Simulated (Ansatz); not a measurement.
**ClH₃OSiZn: one species, many methods**

One table from this session's results is given with a row withheld; the runs are named, their logs left out.

Program: Ansatz 0.2.0, Gaussian basis. Level of theory: functionals in def2-TZVPP, the program's frozen cores in correlated methods. These are calculated values, not measurements.

Levels to be run: LDA (SPW92), PBE-D4, revPBE-D4, BLYP-D4, r2SCAN-D4, B97M-V, PBE0-D4, B3LYP-D4, r2SCANh-D4, r2SCAN0-D4, HSE06-D4, BHLYP-D4, CAM-B3LYP-D4, LC-ωPBE, ωB97X-V, ωB97M-V, B2PLYP, PBE-QIDH; CCSD(T)/def2-SVP; CCSD(T)/def2-TZVPP; MP2/def2-QZVPP; extrapolation to the limit; RPA on PBE.

**Structure used throughout**

All runs share one geometry, relaxed beforehand with PBE0-D4 in a triple-zeta def2 set.

SMILES `[SiH3][O][Zn][Cl]`, 7 atoms, charge 0, spin multiplicity 1.

Atoms are counted from 1 here; the program's logs count them from 0.

Bond lengths: Si1–O2 1.626 Å, Si1–H5 1.491 Å, Si1–H6 1.491 Å, Si1–H7 1.486 Å, O2–Zn3 1.753 Å, Zn3–Cl4 2.078 Å. Angles: O2–Si1–H5 111.3°, O2–Si1–H6 111.3°, O2–Si1–H7 109.0°, H5–Si1–H6 107.7°, H5–Si1–H7 108.7°, H6–Si1–H7 108.7°, Si1–O2–Zn3 144.0°, O2–Zn3–Cl4 177.5°.

Set-up of the first run:

in.yaml reads:

```yaml
crystal:
  periodic: [false, false, false]
  atoms:
    - {symbol: Si, position_ang: [-0.558719, 1.023562, 0.338524]}
    - {symbol: O, position_ang: [-0.346416, -0.571740, 0.106146]}
    - {symbol: Zn, position_ang: [0.770339, -1.780793, -0.498529]}
    - {symbol: Cl, position_ang: [2.033482, -3.276727, -1.193349]}
    - {symbol: H, position_ang: [-0.495192, 1.771968, -0.949428]}
    - {symbol: H, position_ang: [0.487969, 1.583894, 1.240437]}
    - {symbol: H, position_ang: [-1.891463, 1.249836, 0.956209]}
basis:
  gaussian: {orbitals: def2-TZVPP}
hamiltonian: {xc: lda}
output: {orbitals: {seedname: orbitals}}
```

Run with:

```bash
$ ansatz run in.yaml --threads 4 --pin off --events-out ev --progress --plain --max-ram 10444MiB
```

Among the steps run: LDA; PBE-D4 (GGA); revPBE-D4 (GGA); BLYP-D4 (GGA); r2SCAN-D4 (meta-GGA); B97M-V (meta-GGA); B3LYP-D4 (hybrid); r2SCANh-D4 (hybrid); r2SCAN0-D4 (hybrid); HSE06-D4 (hybrid); BHLYP-D4 (hybrid); CAM-B3LYP-D4 (range-separated); LC-ωPBE (range-separated); ωB97X-V (range-separated); ωB97M-V (range-separated); B2PLYP (double hybrid); PBE-QIDH (double hybrid).

One table of the session follows, with a row left open; its other results are not shown here.

It belongs to the step «Orbital energies across the functionals». 

| functional | HOMO (eV) | LUMO (eV) | gap (eV) |
| --- | --- | --- | --- |
| LDA (SPW92) | -7.23 | -2.78 | 4.44 |
| PBE-D4 | -7.10 | -2.50 | 4.60 |
| revPBE-D4 | -7.05 | -2.38 | 4.66 |
| BLYP-D4 | ? | ? | ? |
| r2SCAN-D4 | -7.44 | -2.20 | 5.23 |
| B97M-V | -7.53 | -2.45 | 5.08 |
| PBE0-D4 | -8.52 | -1.57 | 6.95 |
| B3LYP-D4 | -8.31 | -1.89 | 6.42 |
| r2SCANh-D4 | -7.96 | -1.87 | 6.09 |
| r2SCAN0-D4 | -8.75 | -1.39 | 7.36 |
| HSE06-D4 | -8.11 | -1.94 | 6.18 |
| BHLYP-D4 | -9.88 | -0.77 | 9.12 |
| CAM-B3LYP-D4 | -9.96 | -0.66 | 9.30 |
| LC-ωPBE | -11.31 | 0.66 | 11.97 |
| ωB97X-V | -10.97 | 0.44 | 11.41 |
| ωB97M-V | -10.83 | 0.16 | 10.99 |

Estimate the missing values for BLYP-D4.

Worked estimate for «HOMO (eV)». Against the share of exact exchange, B3LYP-D4 (0.2, -8.31), BHLYP-D4 (0.5, -9.88) give a slope of -5.23 per unit share; at 0 the line stands at -7.26.

The run gave: HOMO (eV): -7.01; LUMO (eV): -2.47; gap (eV): 4.54. In «HOMO (eV)» the line misses by -0.25.
